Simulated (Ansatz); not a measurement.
# TiC+ (sextet): the correlation ladder, def2-TZVPP

The task here is to estimate one member of a computed series from the others.

Method: def2-TZVPP, core rule «outside noble gas», up to 10 orbitals frozen; program: Ansatz 0.2.0, Gaussian basis.

To be run: UHF; ROHF; CCSD(T) on UHF.

## What is computed

The geometry is a PBE0/def2-TZVP stationary point (not a proven minimum) of the parent state, kept for this charge and spin.

2 atoms, charge 1, spin multiplicity 6.

Atoms are counted from 1 here; the program's logs count them from 0.

Bond lengths: Ti1–C2 1.772 Å.

The first run:

in.yaml

```yaml
crystal:
  periodic: [false, false, false]
  atoms:
    - {symbol: Ti, position_ang: [0.000000, 0.000000, 0.000000]}
    - {symbol: C, position_ang: [0.000000, 0.000000, 1.771600]}
basis:
  gaussian: {orbitals: def2-TZVPP}
total_charge: 1
magnetization: {spin_polarized: true, initial_magnetization: 5}
hamiltonian: {xc: hf}
output: {orbitals: {seedname: orbitals}}
```

Launch:

```console
ansatz run in.yaml --threads 1 --pin off --events-out ev --progress --plain --max-ram 4096MiB --backend cpu
```

Among the steps run: UHF; ROHF; CCSD(T) on UHF.

One table of the session follows, with a row left open; its other results are not shown here.

| method | from UCCSD(T) (meV) |
| --- | --- |
| ROHF | ? |
| UHF | +4056.2 |
| UMP2 | +837.3 |
| UCCSD | +199.1 |
| UCCSD(T) | 0 |

Q: Estimate the row for ROHF from the others.

The run gave: from UCCSD(T) (meV): +4186.0. In the column «from UCCSD(T) (meV)» it is the highest.
